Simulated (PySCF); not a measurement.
# C6H9BO: runs on many settings, part 2 of 2

PySCF 2.14.0. Atoms count from 0. Earlier steps stand in the parts before.

## Step 6: J couplings: mPW1PW91/cc-pVDZ

Job settings and geometry (Å):

```
{"job": {"kind": "j", "xc": "mPW1PW91", "basis": "cc-pVDZ", "scf": {"conv": 1e-08, "guess": "vsap"}}, "charge": 0, "multiplicity": 1}
C     -1.604346     1.601035    -0.258984
B     -0.993986     0.165793    -0.020443
C     -1.941976    -1.077853     0.192420
C      0.532323    -0.019726     0.003966
C      1.317119    -1.148297     0.154664
C      2.660620    -0.739310     0.096895
C      2.620410     0.613994    -0.086971
O      1.366237     1.051113    -0.142698
H     -0.944510     2.408101     0.049723
H     -1.777624     1.737068    -1.327591
H     -2.568550     1.740176     0.225214
H     -2.191702    -1.154926     1.251183
H     -1.496027    -2.027016    -0.091715
H     -2.887551    -0.976160    -0.335259
H      0.961639    -2.149410     0.291498
H      3.535883    -1.351610     0.178845
H      3.405042     1.339059    -0.190658
```

Level: mPW1PW91/cc-pVDZ indirect spin-spin coupling, non-relativistic, gas phase.

The program printed:

```text
final grid: 138016 points
cycle   1  E = -324.0229617791  dE =  8.113e+00  |g| = 4.578e+00  |ddm| = 3.449e+01
cycle   2  E = -281.8738398621  dE =  4.215e+01  |g| = 1.027e+01  |ddm| = 4.301e+01
cycle   3  E = -332.5320277590  dE = -5.066e+01  |g| = 2.301e+00  |ddm| = 2.618e+01
cycle   4  E = -332.9767572595  dE = -4.447e-01  |g| = 1.811e+00  |ddm| = 5.864e+00
cycle   5  E = -334.0091588618  dE = -1.032e+00  |g| = 4.421e-01  |ddm| = 2.717e+00
cycle   6  E = -334.0430332950  dE = -3.387e-02  |g| = 3.027e-01  |ddm| = 8.416e-01
cycle   7  E = -334.0693121275  dE = -2.628e-02  |g| = 7.413e-02  |ddm| = 5.108e-01
cycle   8  E = -334.0708733117  dE = -1.561e-03  |g| = 4.525e-02  |ddm| = 1.881e-01
cycle   9  E = -334.0713480544  dE = -4.747e-04  |g| = 1.883e-02  |ddm| = 8.320e-02
cycle  10  E = -334.0714284756  dE = -8.042e-05  |g| = 4.832e-03  |ddm| = 2.547e-02
cycle  11  E = -334.0714348141  dE = -6.339e-06  |g| = 1.344e-03  |ddm| = 8.040e-03
cycle  12  E = -334.0714351500  dE = -3.358e-07  |g| = 7.834e-04  |ddm| = 3.035e-03
cycle  13  E = -334.0714352958  dE = -1.458e-07  |g| = 1.202e-04  |ddm| = 1.216e-03
cycle  14  E = -334.0714353001  dE = -4.371e-09  |g| = 2.356e-05  |ddm| = 2.906e-04
converged SCF energy = -334.0714353001

Indirect spin-spin couplings (Hz)
  i      j    bonds     total        FC       PSO       DSO        SD
  0 C    1 B    1     56.125    57.266    -1.712     0.222     0.348
  0 C    2 C    2      2.410     2.590    -0.179    -0.001         -
  0 C    3 C    2      2.146     2.201    -0.101     0.046         -
  0 C    4 C    3      1.771     1.628     0.195    -0.052         -
  0 C    5 C    4      0.397     0.427     0.028    -0.058         -
  0 C    6 C    4     -0.474    -0.435     0.020    -0.059         -
  0 C    7 O    3     -0.653    -0.671     0.044    -0.026         -
  0 C    8 H    1    124.510   122.662     1.198     0.650         -
  0 C    9 H    1    115.477   113.347     1.486     0.644         -
  0 C   10 H    1    123.501   121.581     1.302     0.618         -
  0 C   11 H    3     -0.265    -0.199     0.053    -0.120         -
  0 C   12 H    3      4.807     4.958     0.174    -0.325         -
  0 C   13 H    3      2.330     2.346    -0.062     0.046         -
  0 C   15 H    5      0.297     0.388     0.162    -0.253         -
  1 B    2 C    1     56.822    57.875    -1.620     0.219     0.349
  1 B    3 C    1     85.130    86.671    -2.007     0.353     0.113
  1 B    4 C    2     10.584     9.492     0.535    -0.007     0.563
  1 B    5 C    3      2.541     2.535     0.153    -0.092    -0.056
  1 B    6 C    3      2.425     1.548     0.450    -0.113     0.540
  1 B    7 O    2     -8.362    -8.003    -0.258    -0.015    -0.085
  1 B    8 H    2     -3.245    -2.858    -0.301    -0.161     0.074
  1 B    9 H    2     -1.936    -2.137     0.057    -0.079     0.223
  1 B   10 H    2     -2.548    -2.197    -0.256    -0.183     0.088
  1 B   11 H    2     -2.123    -2.288     0.041    -0.086     0.210
  1 B   12 H    2     -3.528    -3.159    -0.265    -0.181     0.078
  1 B   13 H    2     -2.592    -2.233    -0.265    -0.176     0.083
  1 B   14 H    3      0.452     0.473     0.013    -0.029    -0.006
  2 C    3 C    2      6.942     6.987    -0.097     0.052         -
  2 C    4 C    3      0.086     0.117    -0.057     0.026         -
  2 C    7 O    3     -2.441    -2.367    -0.099     0.025         -
  2 C    8 H    3      4.731     4.877     0.177    -0.323         -
  2 C    9 H    3     -0.298    -0.233     0.059    -0.124         -
  2 C   10 H    3      2.280     2.291    -0.052     0.041         -
  2 C   11 H    1    115.242   113.152     1.461     0.629         -
  2 C   12 H    1    121.942   120.025     1.281     0.636         -
  2 C   13 H    1    124.824   122.936     1.279     0.609         -
  2 C   14 H    4      0.409     0.351    -0.119     0.177         -
  2 C   16 H    5      0.472     0.560     0.171    -0.259         -
  3 C    4 C    1     77.996    84.863    -7.155     0.289         -
  3 C    5 C    2      0.766     0.929    -0.175     0.012         -
  3 C    6 C    2     -1.137    -0.362    -0.755    -0.019         -
  3 C    7 O    1     15.901    10.179     5.889    -0.167         -
  3 C    8 H    3      1.682     1.739    -0.233     0.176         -
  3 C    9 H    3     -0.643    -0.600    -0.038    -0.005         -
  3 C   10 H    3      3.109     3.209     0.111    -0.211         -
  3 C   11 H    3     -0.697    -0.657    -0.054     0.014         -
  3 C   12 H    3      2.115     2.130    -0.240     0.226         -
  3 C   13 H    3      4.953     5.052     0.095    -0.194         -
  3 C   14 H    2      7.728     9.154    -1.151    -0.276         -
  3 C   15 H    3      4.241     4.590     0.199    -0.549         -
  3 C   16 H    3      3.743     4.235     0.175    -0.667         -
  4 C    5 C    1     80.355    85.049    -4.944     0.250         -
  4 C    6 C    2     -0.555    -0.373    -0.190     0.008         -
  4 C    7 O    2      0.750    -0.708     1.452     0.006         -
  4 C    9 H    4      0.661     0.724     0.140    -0.203         -
  4 C   10 H    4      0.475     0.544     0.181    -0.250         -
  4 C   11 H    4      1.106     1.140    -0.030    -0.005         -
  4 C   13 H    4      0.161     0.229     0.133    -0.202         -
  4 C   14 H    1    162.153   161.470    -0.301     0.984         -
  4 C   15 H    2      1.290     2.305    -0.604    -0.411         -
  4 C   16 H    3      4.395     4.847     0.166    -0.619         -
  5 C    6 C    1     86.739    93.316    -6.837     0.259         -
  5 C    7 O    2      0.099    -1.168     1.249     0.017         -
  5 C    9 H    5     -0.532    -0.437     0.121    -0.217         -
  5 C   11 H    5     -0.720    -0.660     0.112    -0.172         -
  5 C   12 H    5     -0.170    -0.135     0.065    -0.100         -
  5 C   13 H    5     -0.311    -0.225     0.158    -0.244         -
  5 C   14 H    2      2.464     3.445    -0.600    -0.382         -
  5 C   15 H    1    161.304   160.307     0.066     0.932         -
  5 C   16 H    2      7.796     8.971    -0.669    -0.506         -
  6 C    7 O    1     11.095     3.738     7.503    -0.147         -
  6 C    9 H    5      0.736     0.801     0.149    -0.214         -
  6 C   11 H    5      1.029     1.121     0.132    -0.224         -
  6 C   12 H    5      0.156     0.241     0.121    -0.206         -
  6 C   13 H    5      0.403     0.510     0.161    -0.267         -
  6 C   14 H    3      5.950     6.357     0.179    -0.586         -
  6 C   15 H    2      6.536     7.885    -0.944    -0.406         -
  6 C   16 H    1    177.161   176.542    -0.433     1.052         -
  7 O   11 H    4      0.341     0.272    -0.032     0.101         -
  7 O   12 H    4      0.241     0.160    -0.031     0.111         -
  7 O   13 H    4     -0.538    -0.600    -0.062     0.125         -
  7 O   14 H    3     -1.550    -1.998     0.123     0.325         -
  7 O   15 H    3     -1.406    -1.876     0.129     0.341         -
  7 O   16 H    2    -13.878   -15.117     1.067     0.172         -
  8 H    9 H    2    -15.274   -14.995     2.076    -2.354         -
  8 H   10 H    2    -10.317    -9.911     2.196    -2.603         -
  8 H   11 H    4      0.240     0.549     0.660    -0.969         -
  8 H   12 H    4     -0.509    -0.029     1.001    -1.481         -
  8 H   13 H    4      0.150     0.565     0.953    -1.368         -
  8 H   14 H    5     -0.405    -0.073     0.729    -1.060         -
  8 H   15 H    6     -0.278     0.059     0.624    -0.960         -
  8 H   16 H    6     -0.191    -0.072     0.223    -0.342         -
  9 H   10 H    2    -15.625   -15.323     2.153    -2.455         -
  9 H   11 H    4      1.587     1.986     0.929    -1.328         -
  9 H   12 H    4      0.269     0.584     0.667    -0.982         -
  9 H   14 H    5     -0.694    -0.426     0.564    -0.833         -
  9 H   15 H    6     -0.266     0.044     0.601    -0.912         -
  9 H   16 H    6     -0.657    -0.438     0.475    -0.695         -
 10 H   13 H    4      0.229    -0.011    -0.487     0.727         -
 10 H   14 H    5     -0.365    -0.093     0.592    -0.864         -
 10 H   15 H    6     -0.165     0.161     0.653    -0.979         -
 10 H   16 H    6     -0.425    -0.127     0.656    -0.954         -
 11 H   12 H    2    -14.906   -14.596     2.133    -2.443         -
 11 H   13 H    2    -15.656   -15.338     2.160    -2.478         -
 11 H   14 H    5     -0.394    -0.498    -0.140     0.244         -
 11 H   16 H    6     -0.907    -0.595     0.620    -0.933         -
 12 H   13 H    2    -10.739   -10.331     2.211    -2.620         -
 12 H   14 H    5      0.512    -0.183    -1.579     2.274         -
 12 H   16 H    6     -0.379    -0.044     0.649    -0.984         -
 13 H   14 H    5     -0.264    -0.083     0.517    -0.698         -
 13 H   15 H    6     -0.265     0.026     0.627    -0.917         -
 13 H   16 H    6     -0.344    -0.019     0.657    -0.982         -
 14 H   15 H    3      1.755     2.130     0.613    -0.988         -
 14 H   16 H    4     -0.770     0.103     1.408    -2.281         -
 15 H   16 H    3      0.679     1.172     0.707    -1.200         -
```

Run time: 43 s. Hardware: 1 thread of Intel Xeon 6975P-C, shared host; peak memory 0.82 GiB.

The basis is not made for couplings: without tight functions at the nuclei these values are rough.

A choice of the couplings up to four bonds, sorted by the number of bonds, with means over like pairs; isotopes 11B, 13C, 1H, 17O:

```tsv
pair	bonds	J (Hz)	Fermi contact (Hz)	dihedral (°)
C6–H16	1	177.2	176.5	–
C4–H14	1	162.2	161.5	–
C5–H15	1	161.3	160.3	–
C0–H8	1	120.9	119.0	–
C5–C6	1	86.7	93.3	–
B1–C3	1	85.1	86.7	–
C4–C5	1	80.4	85.0	–
C3–C4	1	78.0	84.9	–
C0–B1	1	56.5	57.6	–
O7–H16	2	-13.9	-15.1	–
H8–H9	2	-13.8	-13.4	–
B1–C4	2	10.6	9.5	–
B1–O7	2	-8.4	-8.0	–
C5–H16	2	7.8	9.0	–
C3–H14	2	7.7	9.2	–
C6–H15	2	6.5	7.9	–
C0–C3	2	4.5	4.6	–
B1–H8	2	-2.7	-2.5	–
C6–H14	3	6.0	6.4	-180
C4–H16	3	4.4	4.8	-180
C3–H15	3	4.2	4.6	180
C3–H16	3	3.7	4.2	180
B1–C5	3	2.5	2.5	180
B1–C6	3	2.4	1.5	-180
C0–H11	3	2.3	2.3	–
H14–H15	3	1.8	2.1	0
C3–H8	3	1.8	1.8	–
```

The spin-dipole term was solved for some atoms only; pairs without it lack that part.

The response was solved for the nuclei of B, C, H alone, so couplings that need other nuclei can be missing.

Quadrupole couplings from the field gradients of the same density:

```tsv
atom	isotope	eQq/h (MHz)	η
O7	17O	-7.801	0.08
B1	11B	4.465	0.07
```

Joined with the shifts from before (PBE0/pcSseg-1, scaled to CDCl3), the couplings predict the line list below for 400 MHz. Couplings to quadrupolar nuclei are left out.

1H NMR δ 7.56 (s, 1H), 7.40 (d, J = 1.8 Hz, 1H), 6.56 (d, J = 1.8 Hz, 1H), 1.09 (s, 6H).

## Step 7: Side by side: NMR shifts

Shifts (ppm) of some atoms, chosen among heavy atoms and hydrogens apart, with basis size and wall time:

```tsv
run	C3	C6	C5	H16	H14	B1	O7	functions	time
PBE0/pcSseg-1	171.2	155.2	118.5	7.90	7.74	65.6	323.4	181	30 s
HSE06/pcSseg-1	171.6	155.6	118.7	7.89	7.72	65.4	324.4	181	40 s
```

## Step 8: Run by run: electronic excitations

Excitations and ground-state properties, with basis size and wall time:

```tsv
run	lowest singlet (eV)	brightest (eV)	f	gap (eV)	α (Å³)	μ (D)	functions	time
PBE0/def2-SVPD	5.04	5.04	0.389	5.58	13.20	1.27	235	45 s
HF/def2-SVPD in water	5.22	5.22	0.426	10.87	16.74	1.77	235	19 s
```

## Step 9: What came out

What follows sums up all 2 parts.

| quantity | value |
| --- | --- |
| 13C shifts against TMS (PBE0/pcSseg-1, means over atoms taken as alike) | 171.2, 155.2, 134.9, 118.5, 10.0 ppm |
| 1H shifts against TMS (PBE0/pcSseg-1, means over atoms taken as alike) | 7.90, 7.74, 6.85, 1.05 ppm |
| 11B shifts against BF3·OEt2 (PBE0/pcSseg-1) | 65.6 ppm |
| 17O shifts against H2O (PBE0/pcSseg-1) | 323.4 ppm |
| surface potential, 1st and 99th percentile | -0.84 V and 1.16 V |
| lowest singlet (PBE0/def2-SVPD) | 5.04 eV (246 nm), f = 0.389 |
| lowest triplet | 3.30 eV |
| largest coupling of the table (mPW1PW91/cc-pVDZ) | 1J(C,H) C6–H16, 177.2 Hz |
| range of the shift of O7 | 323.4 to 324.4 ppm |
| range of the lowest singlet | 5.04 to 5.22 eV |

Single values in the summary come from the first run of each kind that ended normally (PBE0/pcSseg-1; PBE0/def2-SVPD; mPW1PW91/cc-pVDZ), which need not be the best level. By nearest atom (PBE0/pcSseg-1), the HOMO sits on C3 34 %; C6 27 % and the LUMO on B1 34 %; C4, C6 about 13 % each. In the run at mPW1PW91/cc-pVDZ, the largest coupling of the table is C6–H16, 177.2 Hz, of which the Fermi-contact term gives 176.5 Hz. Couplings across rotatable bonds belong to this one conformer; where others are populated, the observed values are averages. Across the 2 runs the shift of O7 moves most, between 323.4 (PBE0/pcSseg-1) and 324.4 ppm (HSE06/pcSseg-1). The lowest singlet runs from 5.04 eV (PBE0/def2-SVPD) to 5.22 eV (HF/def2-SVPD in water), while the orbital gap spans 5.58 to 10.87 eV. The lowest state need not be the same one in every run. The runs solved for a few states only, so the brightest column depends on that window. Couplings from bases without tight functions are rough.
